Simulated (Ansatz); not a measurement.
Geometry optimisation, DFT PBE, scalar-relativistic, plane waves, PAW (Ansatz).

Input:

```yaml
crystal:
  lattice:
    - [7.67918, 0.0, 0.0]
    - [3.83959, 6.650365, 0.0]
    - [0.0, 0.0, 16.418765]
  atoms:
    - { symbol: H, position: [0.1666667, 0.1666667, 0.0609059] }
    - { symbol: H, position: [0.6666667, 0.1666667, 0.0609059] }
    - { symbol: H, position: [0.1666667, 0.6666667, 0.0609059] }
    - { symbol: H, position: [0.6666667, 0.6666667, 0.0609059] }
    - { symbol: Si, position: [0.1666667, 0.1666667, 0.1522648] }
    - { symbol: Si, position: [0.6666667, 0.1666667, 0.1522648] }
    - { symbol: Si, position: [0.1666667, 0.6666667, 0.1522648] }
    - { symbol: Si, position: [0.6666667, 0.6666667, 0.1522648] }
    - { symbol: Si, position: [-0.1666667, 0.3333333, 0.2] }
    - { symbol: Si, position: [0.3333333, 0.3333333, 0.2] }
    - { symbol: Si, position: [-0.1666667, 0.8333333, 0.2] }
    - { symbol: Si, position: [0.3333333, 0.8333333, 0.2] }
    - { symbol: Si, position: [-0.1666667, 0.3333333, 0.3432056] }
    - { symbol: Si, position: [0.3333333, 0.3333333, 0.3432056] }
    - { symbol: Si, position: [-0.1666667, 0.8333333, 0.3432056] }
    - { symbol: Si, position: [0.3333333, 0.8333333, 0.3432056] }
    - { symbol: Si, position: [0.0, 0.0, 0.3909408] }
    - { symbol: Si, position: [0.5, 0.0, 0.3909408] }
    - { symbol: Si, position: [0.0, 0.5, 0.3909408] }
    - { symbol: Si, position: [0.5, 0.5, 0.3909408] }
    - { symbol: C, position: [0.3034901, 0.8442069, 0.4597645] }
    - { symbol: O, position: [0.3034901, 0.8442069, 0.5304153] }
basis:
  ecutwfc: 420.0
kpoints:
  mp_grid: { grid: [2, 2, 1] }
hamiltonian:
  xc: pbe
  pseudopotentials: { kind: paw, azcp: { folder: soft_1 } }
scf:
  occupations: { method: gaussian, width: 0.05 }
  lower_state_search: "off"
relax:
  f_tol: 0.03
  max_steps: 60
  adjacent_minimum: "off"
  constraints: [{ sites: [0, 1, 2, 3, 4, 5, 6, 7] }]
```

Command:

```bash
$ ansatz run input.yaml --threads 1 --pin off --max-ram 3072MiB --backend cpu --events-out ev --progress --plain --runs-dir out
```

Problem. Where does it end, and by what steps?

Solution. It converged. Limits of this set-up: coarse k mesh, thin slab, slab without dipole correction, no dispersion correction for a molecule that may bind weakly. After 23 steps the energy has fallen by 2.543 eV; Si18 moved furthest, 1.10 Å. Parted: Si16–C21 (1.92 → 2.85 Å). Joined: Si10–Si18 (3.84 → 2.63 Å), Si20–C21 (2.56 → 2.22 Å).

```
step  energy less start (eV)  largest force component (eV/Å)  accepted
   0                  0.0000                           2.212       yes
   1                 -0.4890                           2.077       yes
   2                 -0.9576                           2.375       yes
   3                 -1.3178                           1.983       yes
   4                 -1.5895                           2.473       yes
   5                 -1.8278                           2.962       yes
   6                 -2.1126                           2.564       yes
   7                 -2.3203                           1.665       yes
   8                 -2.4176                           0.396       yes
   9                 -2.4432                           0.353       yes
  10                 -2.4751                           0.306       yes
  11                 -2.4917                           0.535       yes
  12                 -2.5112                           1.119       yes
  13                 -2.5170                           1.159       yes
  14                 -2.4994                           0.267        no
  15                 -2.5370                           0.490       yes
  16                 -2.5404                           0.060       yes
  17                 -2.5423                           0.143       yes
  18                 -2.5429                           0.082       yes
  19                 -2.5429                           0.046        no
  20                 -2.5429                           0.083       yes
  21                 -2.5428                           0.048        no
  22                 -2.5432                           0.033       yes
  23                 -2.5433                           0.010       yes
```

```xyz
22
Lattice="7.6792 0.0000 0.0000 3.8396 6.6504 0.0000 0.0000 0.0000 16.4188" Properties=species:S:1:pos:R:3
H 1.920 1.108 1.000
H 5.759 1.108 1.000
H 3.840 4.434 1.000
H 7.679 4.434 1.000
Si 1.920 1.108 2.500
Si 5.759 1.108 2.500
Si 3.840 4.434 2.500
Si 7.679 4.434 2.500
Si -0.024 2.229 3.412
Si 3.838 2.143 3.382
Si 1.928 5.552 3.246
Si 5.762 5.548 3.104
Si -0.067 2.508 5.896
Si 3.657 2.934 5.900
Si 1.948 5.789 5.572
Si 5.890 5.987 5.325
Si 0.123 0.110 6.363
Si 3.976 0.682 5.567
Si 1.705 3.777 6.857
Si 5.693 3.972 6.500
C 4.714 5.420 7.863
O 4.812 5.566 9.030
```

The run took 110 s on 1 thread of AMD EPYC 9R45 96-Core Processor (Zen 5) (shared host), peak memory 0.93 GiB.
